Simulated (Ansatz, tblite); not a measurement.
# [Cu(H2O)4]2+ (CuH₈O₄ (+2)): charged states by level of theory

The task here is to estimate one member of a computed series from the others.

Method: as each input shows; program: Ansatz 0.2.0, Gaussian basis.

Levels to be run: charge +3 triplet, at the geometry of the doublet (PBE0-D4/def2-TZVP, PBE-D4/def2-TZVP, CAM-B3LYP-D4/def2-TZVP, CCSD(T)/def2-SVP); charge +1 singlet, at the geometry of the doublet (PBE0-D4/def2-TZVP, PBE-D4/def2-TZVP, CAM-B3LYP-D4/def2-TZVP); charge +1 singlet, relaxed (PBE0-D4/def2-TZVP, PBE-D4/def2-TZVP); charge +3 singlet, at the geometry of the doublet (PBE0-D4/def2-TZVP, PBE-D4/def2-TZVP, CAM-B3LYP-D4/def2-TZVP); charge +1 triplet, at the geometry of the doublet (PBE0-D4/def2-TZVP, PBE-D4/def2-TZVP, CAM-B3LYP-D4/def2-TZVP); the starting doublet's energies come from earlier runs.

1 further run of the same task is left out (set aside as unsound or not needed). Runs told in other sessions of the task aren't counted.

## The relaxed structure

The doublet was relaxed beforehand with r2SCAN-D4/def2-SVP.

13 atoms, charge 2, spin multiplicity 2.

Atoms are counted from 1 here; the program's logs count them from 0.

Bond lengths: Cu1–O2 1.957 Å, Cu1–O5 1.956 Å, Cu1–O8 1.957 Å, Cu1–O11 1.956 Å, O2–H3 0.975 Å, O2–H4 0.975 Å, O5–H6 0.975 Å, O5–H7 0.975 Å, O8–H9 0.975 Å, O8–H10 0.975 Å, O11–H12 0.975 Å, O11–H13 0.975 Å. Angles: O2–Cu1–O5 89.7°, O2–Cu1–O8 175.4°, O2–Cu1–O11 90.2°, O5–Cu1–O8 90.2°, O5–Cu1–O11 178.0°, O8–Cu1–O11 89.7°, Cu1–O2–H3 123.6°, Cu1–O2–H4 126.4°, H3–O2–H4 107.9°, Cu1–O5–H6 123.8°, Cu1–O5–H7 126.6°, H6–O5–H7 108.0°, Cu1–O8–H9 123.6°, Cu1–O8–H10 126.4°, H9–O8–H10 107.9°, Cu1–O11–H12 123.8°, Cu1–O11–H13 126.6°, H12–O11–H13 108.0°.

Formally the metal is d9. No spin-orbit coupling is included. The ion is computed in the gas phase, without counter-ions or solvent.

Set-up of the first run:

The input, in.yaml:

```yaml
crystal:
  periodic: [false, false, false]
  atoms:
    - {symbol: Cu, position_ang: [0.000124, 0.000009, 0.015023]}
    - {symbol: O, position_ang: [1.943841, -0.203177, -0.079675]}
    - {symbol: H, position_ang: [2.387939, -0.926038, -0.560795]}
    - {symbol: H, position_ang: [2.598667, 0.209101, 0.513770]}
    - {symbol: O, position_ang: [0.211136, 1.944195, -0.020061]}
    - {symbol: H, position_ang: [0.921173, 2.404577, -0.504755]}
    - {symbol: H, position_ang: [-0.207590, 2.585964, 0.582832]}
    - {symbol: O, position_ang: [-1.944864, 0.203189, -0.048878]}
    - {symbol: H, position_ang: [-2.396569, 0.926048, -0.522869]}
    - {symbol: H, position_ang: [-2.590202, -0.209162, 0.554823]}
    - {symbol: O, position_ang: [-0.211369, -1.944185, -0.017321]}
    - {symbol: H, position_ang: [-0.929015, -2.404382, -0.490864]}
    - {symbol: H, position_ang: [0.216729, -2.586129, 0.578771]}
basis:
  gaussian: {orbitals: def2-TZVP}
total_charge: 3
magnetization: {spin_polarized: true, initial_magnetization: 2}
hamiltonian: {xc: pbe0, dispersion: d4}
scf: {omitted_lower_state_checks: [starts]}
output: {orbitals: {seedname: orbitals}}
```

The run is started by

```console
> ansatz run in.yaml --threads 4 --pin off --events-out ev --progress --plain --max-ram 8704MiB
```

Among the steps run: Charge +3 triplet at the fixed geometry, PBE0-D4/def2-TZVP; Charge +3 triplet at the fixed geometry, PBE-D4/def2-TZVP; Charge +3 triplet at the fixed geometry, CAM-B3LYP-D4/def2-TZVP; Charge +3 triplet at the fixed geometry, CCSD(T)/def2-SVP.

One table of the session follows, with a row left open; its other results are not shown here.

It belongs to the step «Vertical ionisation energy». 

```
                method  vertical ionisation energy (eV)
           HF/def2-SVP                            21.76
      PBE-D4/def2-TZVP                            20.78
     PBE0-D4/def2-TZVP                            21.84
CAM-B3LYP-D4/def2-TZVP                            22.29
          MP2/def2-SVP                            23.14
         CCSD/def2-SVP                            22.85
      CCSD(T)/def2-SVP                                ?
```

Estimate the missing values for CCSD(T)/def2-SVP.

**Answer.** vertical ionisation energy (eV): 22.82. In the column «vertical ionisation energy (eV)» it lies between CAM-B3LYP-D4/def2-TZVP (22.29) and CCSD/def2-SVP (22.85).
